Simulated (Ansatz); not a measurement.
# CrIrO4: the cost of one run

Computed with Ansatz 0.2.0 (DFT PBEsol+U (U_eff = 7 eV on Cr d, Ir d), plane waves, PAW, no spin–orbit coupling unless a run says so, unless a step's input says otherwise).

**1. Starting point**

The structure is orthorhombic, space group Cmmm (No. 65). The conventional cell has a = 6.303 Å, b = 6.336 Å, c = 3.065 Å, α = 90.00°, β = 90.00°, γ = 90.00°. Cr (site symmetry mmm) has 6 O at 1.91 to 1.95 Å as nearest neighbours. Ir (site symmetry mmm) has 6 O at 1.95 to 1.98 Å as nearest neighbours. O (site symmetry 2mm) is surrounded by 2 Cr at 1.95 Å and 1 Ir at 1.95 Å. O (site symmetry m2m) is surrounded by 1 Cr at 1.91 Å and 2 Ir at 1.98 Å.

Structure file:

```
Cr Ir O
1.0
     3.15128   -3.16800    0.00000
     3.15128    3.16800    0.00000
     0.00000    0.00000    3.06507
Cr Ir O
1 1 4
Direct
  0.00000 0.00000 0.50000
  0.50000 0.50000 0.00000
  0.80925 0.80925 0.00000
  0.69826 0.30174 0.50000
  0.19075 0.19075 0.00000
  0.30174 0.69826 0.50000
```

Magnetic order typed: opposed in the cell.

An earlier series on this cell reached its lowest free state from «from atoms, default search», perhaps among other starts.

**2. Random orbitals: single harmonics, second filling**

input.yaml

```yaml
crystal:
  lattice:
    - [3.15127595, -3.16799636, 0.0]
    - [3.15127595, 3.16799636, 0.0]
    - [0.0, 0.0, 3.0650749]
  atoms:
    - { symbol: Cr, position: [0.0, 0.0, 0.5], spin: 1.0 }
    - { symbol: Ir, position: [0.5, 0.5, 0.0], spin: -2.0 }
    - { symbol: O, position: [0.80924638, 0.80924638, 0.0] }
    - { symbol: O, position: [0.69826365, 0.30173635, 0.5] }
    - { symbol: O, position: [0.19075362, 0.19075362, 0.0] }
    - { symbol: O, position: [0.30173635, 0.69826365, 0.5] }
basis:
  ecutwfc: 420
  ecutrho_ratio: 4
kpoints:
  mp_grid: { grid: [4, 4, 6] }
hamiltonian:
  xc: pbesol
  hubbard:
    sites:
      - { site: 0, l: d, u_eff: 7.0, starting_ns: [{ spin: up, occupation_matrix: s0up }, { spin: down, occupation_matrix: s0down }] }
      - { site: 1, l: d, u_eff: 7.0, starting_ns: [{ spin: up, occupation_matrix: s1up }, { spin: down, occupation_matrix: s1down }] }
    occupation_matrices:
      s0up:
        matrix:
          - [0.02, 0.0, 0.0, 0.0, 0.0]
          - [0.0, 0.02, 0.0, 0.0, 0.0]
          - [0.0, 0.0, 0.02, 0.0, 0.0]
          - [0.0, 0.0, 0.0, 0.97, 0.0]
          - [0.0, 0.0, 0.0, 0.0, 0.97]
      s0down:
        matrix:
          - [0.02, 0.0, 0.0, 0.0, 0.0]
          - [0.0, 0.97, 0.0, 0.0, 0.0]
          - [0.0, 0.0, 0.02, 0.0, 0.0]
          - [0.0, 0.0, 0.0, 0.02, 0.0]
          - [0.0, 0.0, 0.0, 0.0, 0.02]
      s1up:
        matrix:
          - [0.02, 0.0, 0.0, 0.0, 0.0]
          - [0.0, 0.02, 0.0, 0.0, 0.0]
          - [0.0, 0.0, 0.97, 0.0, 0.0]
          - [0.0, 0.0, 0.0, 0.02, 0.0]
          - [0.0, 0.0, 0.0, 0.0, 0.02]
      s1down:
        matrix:
          - [0.97, 0.0, 0.0, 0.0, 0.0]
          - [0.0, 0.97, 0.0, 0.0, 0.0]
          - [0.0, 0.0, 0.02, 0.0, 0.0]
          - [0.0, 0.0, 0.0, 0.02, 0.0]
          - [0.0, 0.0, 0.0, 0.0, 0.97]
    ns_hold: { iters: 5 }
scf:
  occupations: { method: gaussian, width: 0.05 }
  lower_state_search: "off"
  max_iter: 150
output:
  forces: true
  stress: true
  eigenvalues: true
  populations: true
  hubbard: { sites: [{ site: 0, l: d }, { site: 1, l: d }] }
magnetization:
  spin_polarized: true
```

The typed matrices put 0.97 on the chosen orbitals and 0.02 on the others, and are held for 5 cycles.

The run is started by

```
$ ansatz run input.yaml --threads 4 --pin off --max-ram 6144MiB --backend cpu --events-out ev --progress --plain --runs-dir out
```

**Question.** How long does this run take on 4 threads of Arm Neoverse V1, shared host, and how much memory does it need?

About 7.4 s, with a peak of 0.5 GiB.
